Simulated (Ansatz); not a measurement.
**ScAl3: further runs on the relaxed cell**

An exercise on one series of results from a longer session: the logs are not shown, and one member is left open.

Program: Ansatz 0.2.0. Level of theory: DFT r2SCAN, scalar-relativistic, plane waves, PAW. These are calculated values, not measurements.

1 further run of the same task is left out (set aside as unsound or not needed).

## The system as given

The structure is tetragonal, space group I4/mmm (No. 139). The conventional cell has a = 4.006 Å, b = 4.006 Å, c = 8.754 Å, α = 90.00°, β = 90.00°, γ = 90.00°. Sc (site symmetry 4/mmm) has 12 Al at 2.83 to 2.97 Å as nearest neighbours. Around Al (site symmetry -4m2) lie 8 Al at 2.83 to 2.97 Å and 4 Sc at 2.97 Å. Around Al (site symmetry 4/mmm) lie 4 Sc at 2.83 Å and 8 Al at 2.97 Å.

As a file:

```cif
data_structure
_symmetry_space_group_name_H-M 'P 1'
_symmetry_Int_Tables_number 1
_cell_length_a 5.2139
_cell_length_b 5.2139
_cell_length_c 5.2139
_cell_angle_alpha 134.811
_cell_angle_beta 134.811
_cell_angle_gamma 65.825
_cell_volume 70.26
loop_
_atom_site_label
_atom_site_type_symbol
_atom_site_fract_x
_atom_site_fract_y
_atom_site_fract_z
_atom_site_occupancy
Sc1 Sc 0.00000 0.00000 0.00000 1
Al1 Al 0.75000 0.25000 0.50000 1
Al2 Al 0.25000 0.75000 0.50000 1
Al3 Al 0.50000 0.50000 0.00000 1
```

It goes back to an entry of the Materials Project, which need not be the stable form.

It is the result of an earlier relaxation at this level (volume 17.56 Å³/atom; gap on the mesh: none (metal)).

The first run:

File input.yaml:

```yaml
crystal:
  lattice:
    - [-2.0032263062, 2.0032263062, 4.3770788713]
    - [2.0032263062, -2.0032263062, 4.3770788713]
    - [2.0032263062, 2.0032263062, -4.3770788713]
  atoms:
    - { symbol: Sc, position: [0.0, 0.0, 0.0] }
    - { symbol: Al, position: [0.75, 0.25, 0.5] }
    - { symbol: Al, position: [0.25, 0.75, 0.5] }
    - { symbol: Al, position: [0.5, 0.5, 0.0] }
basis:
  ecutwfc: 500
kpoints:
  mp_grid: { grid: [14, 14, 14] }
  band_path:
    path:
      - [[0.0, 0.0, 0.0], [0.0, 0.0, 0.5], [0.25, 0.25, 0.25], [0.0, 0.5, 0.0], [0.0, 0.0, 0.0], [0.5, 0.5, -0.5], [0.30236382, 0.69763618, -0.30236382]]
      - [[-0.30236382, 0.30236382, 0.30236382], [0.0, 0.0, 0.0]]
      - [[0.0, 0.0, 0.5], [-0.10472763, 0.10472763, 0.5]]
      - [[0.5, 0.5, -0.10472763], [0.5, 0.5, -0.5]]
    npoints: 14
hamiltonian:
  xc: r2scan
scf:
  occupations: { method: gaussian, width: 0.1 }
  n_extra_bands: 10
output:
  forces: true
  stress: true
  eigenvalues: true
  populations: true
  dos: { projected: true, de: 0.02, nscf_kmesh: { grid: [21, 21, 21] } }
  bader: true
  write_density: true
  write_potential: true
  elf: true
  volumetric_format: npy
```

Launch:

```sh
ansatz run input.yaml --threads 1 --pin off --max-ram 2560MiB --backend cpu --events-out ev --progress --plain --runs-dir out
```

Steps of the session up to this table: Bands, states and charges; The cell as listed, for comparison; Point at V/V0 = 0.97; The cell scaled to 1.03 of its volume; The cell scaled to 0.94 of its volume; Volume × 1.06; The cell scaled to 0.91 of its volume; The cell scaled to 1.10 of its volume; Point at V/V0 = 0.88.

One of the session's tables, all rows but one given; the rest of the session is left out.

It belongs to the step «Fit of the equation of state». 

| volume (Å³/atom) | energy above the lowest point (meV/atom) | pressure (GPa) |
| --- | --- | --- |
| 15.457 | 87.1 | 14.74 |
| 15.984 | 46.3 | 10.18 |
| 16.511 | 19.5 | 6.26 |
| 17.038 | 4.6 | 2.89 |
| 17.565 | 0.0 | 0.00 |
| 18.092 | ? | ? |
| 18.619 | 16.0 | -4.62 |
| 19.321 | 41.7 | -6.98 |

Q: Estimate the row for volume (Å³/atom) = 18.092 from the others.

Worked estimate for «energy above the lowest point (meV/atom)». A straight line through the neighbours (17.565, 0.0) and (18.619, 16.0) gives 0.0 + (16.0 − 0.0) × (18.092 − 17.565) / (18.619 − 17.565) = 8.0; a parabola fitted to 4 rows on both sides gives 4.3.

**Answer.** energy above the lowest point (meV/atom): 4.2; pressure (GPa): -2.48. In «energy above the lowest point (meV/atom)» the line misses by +3.8 and the parabola by +0.1.
